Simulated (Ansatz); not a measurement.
# AlRu4: the cost of one run

Computed with Ansatz 0.2.0 (DFT PBE, scalar-relativistic, plane waves, PAW, unless a step names another level, unless a step's input says otherwise).

### 1 Starting point

The structure is trigonal, space group P-3m1 (No. 164). Conventional cell: a = 2.750 Å, b = 2.750 Å, c = 10.592 Å, α = 90.00°, β = 90.00°, γ = 120.00°. Al (site symmetry -3m) has 6 Ru at 2.65 Å and 6 Al at 2.75 Å as nearest neighbours. Ru (site symmetry 3m) is surrounded by 3 Al at 2.65 Å and 9 Ru at 2.66 to 2.75 Å. Ru (site symmetry 3m) is surrounded by 12 Ru at 2.62 to 2.75 Å.

As a file:

```
Al Ru
1.0
     2.75021    0.00000    0.00000
    -1.37511    2.38175    0.00000
     0.00000    0.00000   10.59233
Al Ru
1 4
Cartesian
  0.0000 0.0000 0.0000
  0.0000 1.5878 2.1184
  1.3751 0.7939 8.4739
  1.3751 0.7939 4.2572
  0.0000 1.5878 6.3352
```

It came out lowest among 14 distinct ends of the trial cells. At a tolerance of 0.05 Å it has space group P-3m1 (No. 164).

### 2 Relaxing to 0.001 eV/Å, on the response runs' mesh and smearing

Input file input.yaml:

```yaml
crystal:
  lattice:
    - [2.7502126722, 0.0, 0.0]
    - [-1.3751063361, 2.3817540399, 0.0]
    - [0.0, 0.0, 10.5923267618]
  atoms:
    - { symbol: Al, position: [0.0, 0.0, 0.0] }
    - { symbol: Ru, position: [0.3333333333, 0.6666666667, 0.1999960952] }
    - { symbol: Ru, position: [0.6666666667, 0.3333333333, 0.8000039048] }
    - { symbol: Ru, position: [0.6666666667, 0.3333333333, 0.401909337] }
    - { symbol: Ru, position: [0.3333333333, 0.6666666667, 0.598090663] }
basis:
  ecutwfc: 420
kpoints:
  mp_grid: { grid: [12, 12, 4] }
hamiltonian:
  xc: pbe
scf:
  occupations: { method: gaussian, width: 0.1 }
output:
  forces: true
  stress: true
  eigenvalues: true
relax:
  adjacent_minimum: "off"
  f_tol: 0.001
  max_steps: 60
  cell: { stress_tol: 0.01 }
```

Launch:

```
ansatz run input.yaml --threads 3 --pin off --max-ram 7680MiB --backend cpu --events-out ev --progress --plain --runs-dir out
```

Q: Estimate wall time and peak memory on 3 threads of Arm Neoverse V2, shared host.

About 13 s, with a peak of 0.46 GiB.
